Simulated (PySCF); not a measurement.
# AlGe: from the state search to spectroscopic constants, part 2 of 2

PySCF 2.14.0; Al x2c-SVPall, Ge x2c-SVPall; spin-free X2C with a Gaussian nucleus. The steps go on from the part before.

### 12 UHF (mean field)

Output of the SCF at 2.466 Å:

```text
******** <class 'pyscf.scf.uhf_symm.SymAdaptedUHF'> ********
method = SymAdaptedUHF
[... 11 set-up lines left out, the same as in an earlier log ...]
max_memory 909 MB (current use 325 MB)
[... 1 set-up line left out, the same as in an earlier log ...]
Overwritten attributes  get_j get_jk get_hcore get_k get_occ  of <class 'pyscf.scf.uhf_symm.SymAdaptedUHF'>
[... 1 set-up line left out, the same as in an earlier log ...]
init E= -2338.94828955616
cycle= 1 E= -2338.95909407451  delta_E= -0.0108  |g|= 0.0659  |ddm|= 0.228
cycle= 2 E= -2338.96059817546  delta_E= -0.0015  |g|= 0.038  |ddm|= 0.116
cycle= 3 E= -2338.96109898518  delta_E= -0.000501  |g|= 0.00825  |ddm|= 0.0271
cycle= 4 E= -2338.96143646648  delta_E= -0.000337  |g|= 0.00447  |ddm|= 0.0476
cycle= 5 E= -2338.96160625071  delta_E= -0.00017  |g|= 0.00245  |ddm|= 0.0382
cycle= 6 E= -2338.96166144988  delta_E= -5.52e-05  |g|= 0.00113  |ddm|= 0.024
cycle= 7 E= -2338.96167238007  delta_E= -1.09e-05  |g|= 0.000522  |ddm|= 0.0118
cycle= 8 E= -2338.96167473013  delta_E= -2.35e-06  |g|= 0.000201  |ddm|= 0.0068
cycle= 9 E= -2338.96167503314  delta_E= -3.03e-07  |g|= 5.01e-05  |ddm|= 0.00289
cycle= 10 E= -2338.96167504573  delta_E= -1.26e-08  |g|= 1.59e-05  |ddm|= 0.000508
cycle= 11 E= -2338.96167504669  delta_E= -9.59e-10  |g|= 7.86e-06  |ddm|= 0.000115
Extra cycle  E= -2338.96167504685  delta_E= -1.56e-10  |g|= 5.05e-06  |ddm|= 2.72e-05
converged SCF energy = -2338.96167504685  <S^2> = 3.7705131  2S+1 = 4.0102434
```

Re = 2.521 Å, ωe = 284.4 cm⁻¹, ωexe = 1.26 cm⁻¹, αe = 0.000819 cm⁻¹, Be = 0.1342 cm⁻¹, De = 1.56 eV, μ = -1.90 D. 1.9 s of CPU time for 12 points, integrals apart.

### 13 MP2 and coupled cluster

Reference: UHF; core orbitals frozen: 14.

Log of the coupled-cluster run at 2.466 Å:

```text
******** <class 'pyscf.cc.uccsd.UCCSD'> ********
CC2 = 0
CCSD nocc = (np.int64(10), np.int64(7)), nmo = (36, 36)
frozen orbitals [[0, 1, 2, 3, 4, 5, 6, 7, 8, 9, 10, 11, 12, 13], [0, 1, 2, 3, 4, 5, 6, 7, 8, 9, 10, 11, 12, 13]]
max_cycle = 80
direct = 0
conv_tol = 1e-07
conv_tol_normt = 1e-05
diis_space = 8
diis_start_cycle = 0
diis_start_energy_diff = 1e+09
max_memory 909 MB (current use 378 MB)
Init t2, MP2 energy = -0.229873028194968
Init E_corr(UCCSD) = -0.229873028237801
cycle = 1  E_corr(UCCSD) = -0.230945305431474  dE = -0.00107227719  norm(t1,t2) = 0.087826
cycle = 2  E_corr(UCCSD) = -0.240996312582197  dE = -0.0100510072  norm(t1,t2) = 0.0369951
cycle = 3  E_corr(UCCSD) = -0.242069830774036  dE = -0.00107351819  norm(t1,t2) = 0.0219605
cycle = 4  E_corr(UCCSD) = -0.244260931730513  dE = -0.00219110096  norm(t1,t2) = 0.0111883
cycle = 5  E_corr(UCCSD) = -0.243949722348508  dE = 0.000311209382  norm(t1,t2) = 0.00587996
cycle = 6  E_corr(UCCSD) = -0.243970212716231  dE = -2.04903677e-05  norm(t1,t2) = 0.00232115
cycle = 7  E_corr(UCCSD) = -0.244033777734719  dE = -6.35650185e-05  norm(t1,t2) = 0.000866355
cycle = 8  E_corr(UCCSD) = -0.244015210596214  dE = 1.85671385e-05  norm(t1,t2) = 0.00036927
cycle = 9  E_corr(UCCSD) = -0.244015614358017  dE = -4.03761803e-07  norm(t1,t2) = 0.000131652
cycle = 10  E_corr(UCCSD) = -0.244017664798711  dE = -2.05044069e-06  norm(t1,t2) = 5.17757e-05
cycle = 11  E_corr(UCCSD) = -0.244017466834205  dE = 1.97964507e-07  norm(t1,t2) = 2.15428e-05
cycle = 12  E_corr(UCCSD) = -0.244017358013969  dE = 1.08820236e-07  norm(t1,t2) = 7.43573e-06
cycle = 13  E_corr(UCCSD) = -0.244017439999153  dE = -8.19851838e-08  norm(t1,t2) = 2.81684e-06
UCCSD converged
E(UCCSD) = -2339.205692486848  E_corr = -0.2440174399991527
UCCSD(T) correction = -0.00903561068459593
```

Correlation energy (eV) along the bond:

```csv
R (Å),MP2,SCS-MP2,CCSD,CCSD(T),T1
2.121,-6.403,-5.918,n/a,n/a,n/a
2.219,-6.363,-5.881,-6.708,-6.960,0.018
2.318,-6.320,-5.841,-6.682,-6.932,0.019
2.392,-6.287,-5.810,-6.661,-6.909,0.021
2.466,-6.255,-5.780,-6.640,-6.886,0.022
2.540,-6.224,-5.751,-6.618,-6.862,0.023
2.639,-6.184,-5.714,-6.590,-6.831,0.024
2.762,-6.134,-5.670,-6.555,-6.793,0.026
2.910,-6.076,-5.621,-6.515,-6.749,0.028
3.107,-5.995,-5.559,n/a,n/a,n/a
```

UHF-MP2: Re = 2.456 Å, ωe = 317 cm⁻¹, ωexe = 1.15 cm⁻¹, αe = 0.000782 cm⁻¹, Be = 0.1413 cm⁻¹, De = 2.25 eV.

UHF-SCS-MP2: Re = 2.460 Å, ωe = 315 cm⁻¹, ωexe = 1.23 cm⁻¹, αe = 0.000808 cm⁻¹, Be = 0.1409 cm⁻¹, De = 2.04 eV.

UHF-CCSD: Re = 2.475 Å, ωe = 310 cm⁻¹, ωexe = 1.26 cm⁻¹, αe = 0.000798 cm⁻¹, Be = 0.1392 cm⁻¹, De = 2.13 eV.

UHF-CCSD(T): Re = 2.471 Å, ωe = 313 cm⁻¹, ωexe = 1.27 cm⁻¹, αe = 0.000797 cm⁻¹, Be = 0.1396 cm⁻¹, De = 2.23 eV.

### 14 All curves

Energy (eV) from each level's lowest point:

```csv
R (Å),UHF,UHF-MP2,UHF-SCS-MP2,UHF-CCSD,UHF-CCSD(T),PBE,r²SCAN,M06-L,PBE0,B97-3,ωB97X,B2PLYP
2.121,0.805,0.648,0.658,n/a,n/a,0.686,0.626,0.606,0.643,0.683,0.559,0.660
2.219,0.397,0.281,0.287,0.321,0.314,0.314,0.270,0.254,0.282,0.309,0.225,0.293
2.318,0.156,0.084,0.087,0.106,0.102,0.106,0.079,0.069,0.087,0.101,0.053,0.093
2.392,0.057,0.016,0.018,0.027,0.025,0.028,0.015,0.009,0.018,0.025,0.002,0.021
2.466,0.008,0.000,0.000,0.000,0.000,0.000,0.000,0.000,0.000,0.000,0.000,0.000
2.540,0.000,0.023,0.021,0.013,0.015,0.010,0.022,0.028,0.019,0.013,0.035,0.017
2.639,0.034,0.097,0.092,0.076,0.081,0.066,0.094,0.105,0.088,0.074,0.124,0.082
2.762,0.126,0.239,0.228,0.203,0.211,0.181,0.227,0.244,0.219,0.196,0.278,0.210
2.910,0.279,0.450,0.430,0.395,0.408,0.357,0.420,0.441,0.413,0.381,0.500,0.401
3.107,0.508,0.759,0.721,n/a,n/a,0.616,0.697,0.716,0.697,0.654,0.813,0.681
```

### 15 Results

What follows sums up all 2 parts.

Lowest PBE0 solution found, without spin–orbit coupling: ⁴Σ⁻ (quartet), unpaired electrons σ ↑, π ↑↑. State 2 has its PBE0 minimum 0.30 eV higher, as a spin-mixed determinant (⟨S²⟩ = 1.77), so this is no gap between pure states. State 3 has its PBE0 minimum 0.39 eV higher, as a spin-mixed determinant (⟨S²⟩ = 1.77), so this is no gap between pure states. State 4 has its PBE0 minimum 0.93 eV higher. The other levels ran on the lowest alone.

| level | Re (Å) | ωe (cm⁻¹) | De (eV) | μ (D) |
| --- | --- | --- | --- | --- |
| UHF | 2.521 | 284.4 | 1.56 | -1.90 |
| UHF-MP2 | 2.456 | 317 | 2.25 | n/a |
| UHF-SCS-MP2 | 2.460 | 315 | 2.04 | n/a |
| UHF-CCSD | 2.475 | 310 | 2.13 | n/a |
| UHF-CCSD(T) | 2.471 | 313 | 2.23 | n/a |
| PBE | 2.481 | 299.0 | 2.65 | -0.86 |
| r²SCAN | 2.455 | 312 | 2.66 | -1.15 |
| M06-L | 2.445 | 318 | 2.59 | -0.71 |
| PBE0 | 2.462 | 310 | 2.49 | -1.12 |
| B97-3 | 2.475 | 304 | 2.35 | -1.17 |
| ωB97X | 2.431 | 325 | 2.26 | -1.28 |
| B2PLYP | 2.467 | 308 | 2.27 | -1.40 |

De is counted to Al + Ge in their ground configurations. A positive dipole means Al(−)Ge(+).

Differences from CCSD(T) in the same basis:

```
      level  Re (mÅ)  ωe (%)
        UHF      +50    -9.0
    UHF-MP2      -15    +1.5
UHF-SCS-MP2      -11    +0.6
   UHF-CCSD       +4    -0.8
        PBE       +9    -4.4
     r²SCAN      -16    -0.2
      M06-L      -27    +1.7
       PBE0      -10    -0.9
      B97-3       +3    -2.6
      ωB97X      -40    +4.0
     B2PLYP       -5    -1.5
```

Time per point (s) on 1 thread, shared host (CPU time, shared integrals of 0.23 s apart; correlated levels include their reference; CCSD comes with the CCSD(T) run); the times are rough: UHF 0.15, UHF-MP2 0.25, UHF-SCS-MP2 0.25, PBE 0.71, r²SCAN 0.98, M06-L 1, PBE0 1.1, B97-3 0.62, ωB97X 0.98, B2PLYP 0.7; the reference 3.7.

Cheap and still within 12 mÅ and 2.5 % of CCSD(T): UHF-SCS-MP2 (0.25 s), against 3.7 s for the dearest run.

Judged by CCSD(T) in the same basis: best bond length B97-3 (+3 mÅ), worst UHF (+50 mÅ); best wavenumber r²SCAN (-0.2 %), worst UHF (-9.0 %). CCSD(T) in a basis this small is itself some way from its limit, more so than the functionals. Among the levels with a De in the table, it runs from 1.56 eV (UHF) to 2.66 eV (r²SCAN).

Correlated steps freeze 14 core orbitals. B2PLYP dipoles, levels and charges come from its SCF part alone.
